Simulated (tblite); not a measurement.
# C5H7N2O: the cost of one run

Programs: tblite 0.8.0 and PySCF 2.14.0, with density-fitted response routines of our own. Each step states its level of theory. These are calculated values for one molecule in the gas phase, unless marked as measured. Atoms count from 0, in the outputs and in this text.

### Step 1. The starting structure

15 atoms, charge 0, multiplicity 2; geometry from: force field or distance geometry start.

Bonds of the start (Å): C0–N1 1.45, N1–C2 1.41, C2–O3 1.28, C2–C4 1.51, C4–C5 1.51, C4–C6 1.48, C6–N7 1.14, C0–H8 1.12, C0–H9 1.11, C0–H10 1.10, C4–H11 1.09, C5–H12 1.10, C5–H13 1.09, C5–H14 1.13.

### Step 2. Optimising the geometry with GFN2-xTB

What the job is given:

```
{"job": {"kind": "relax", "xc": "GFN2-xTB", "basis": "xTB"}, "charge": 0, "multiplicity": 2}
C      2.668300     0.193400    -0.240000
N      1.297000     0.441400     0.152300
C      0.262600    -0.416000    -0.280600
O      0.390100    -1.174500    -1.298600
C     -1.050800    -0.400400     0.461300
C     -1.672600     0.978300     0.425400
C     -1.928000    -1.314800    -0.295300
N     -2.602200    -2.022700    -0.886300
H      2.828400    -0.871800    -0.552200
H      3.307600     0.374500     0.647700
H      2.960500     0.925200    -1.001800
H     -0.886800    -0.708900     1.491500
H     -2.760100     0.861800     0.313200
H     -1.285700     1.624700    -0.368100
H     -1.532800     1.517900     1.409600
```

The run is started by

```sh
OMP_NUM_THREADS=1 python probes_run.py task.json out
```

This one command runs all jobs of the session in turn.

Q: Estimate the wall time of this first job on 1 thread of Arm Neoverse V2, shared host.

About 1 s.
